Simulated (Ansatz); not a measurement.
# SnO: the cost of one run

Computed with Ansatz 0.2.0 (DFT PBE+D3(BJ), scalar-relativistic, plane waves, PAW, and further levels as typed in the inputs, unless a step's input says otherwise).

3 further runs of the same task are left out: 3 for a known fault of the program.

## Step 1: The structure to begin with

It takes space group P4/nmm (No. 129, tetragonal). The conventional cell has a = 3.799 Å, b = 3.799 Å, c = 4.841 Å, α = 90.00°, β = 90.00°, γ = 90.00°. Sn (site symmetry 4mm) has 4 O at 2.22 Å as nearest neighbours. O (site symmetry -4m2) is surrounded by 4 Sn at 2.22 Å.

As a file:

```xyz
4
Lattice="3.7986 0.0000 0.0000 0.0000 3.7986 0.0000 0.0000 0.0000 4.8408" Properties=species:S:1:pos:R:3 pbc="T T T"
Sn    1.8993    0.0000    1.1468
Sn    0.0000    1.8993    3.6940
O     0.0000    0.0000    0.0000
O     1.8993    1.8993    0.0000
```

The structure rests on an entry of the Crystallography Open Database; cell or positions may have been set otherwise for this series.

## Step 2: Relaxing cell and atoms: SnO, no spin

The input, input.yaml:

```yaml
crystal:
  lattice:
    - [3.7986, 0.0, 0.0]
    - [0.0, 3.7986, 0.0]
    - [0.0, 0.0, 4.8408]
  atoms:
    - { symbol: Sn, position: [0.5, 0.0, 0.2369] }
    - { symbol: Sn, position: [0.0, 0.5, 0.7631] }
    - { symbol: O, position: [0.0, 0.0, 0.0] }
    - { symbol: O, position: [0.5, 0.5, 0.0] }
scf:
  occupations: { method: fixed }
output:
  forces: true
  stress: true
  eigenvalues: true
  write_density: true
  write_potential: true
  elf: true
  volumetric_format: npy
kpoints:
  mp_grid: { grid: [10, 10, 8] }
hamiltonian:
  dispersion: d3bj
relax:
  f_tol: 0.002
  max_steps: 60
  cell: { stress_tol: 0.02, p_target: 0 }
```

Run with:

```
$ ansatz run input.yaml --threads 8 --pin off --max-ram 22528MiB --backend cpu --events-out ev --progress --plain --runs-dir out
```

**Question.** How long does this run take on 8 threads of Arm Neoverse V1, shared host, and how much memory does it need?

About 19 s, with a peak of 0.54 GiB.
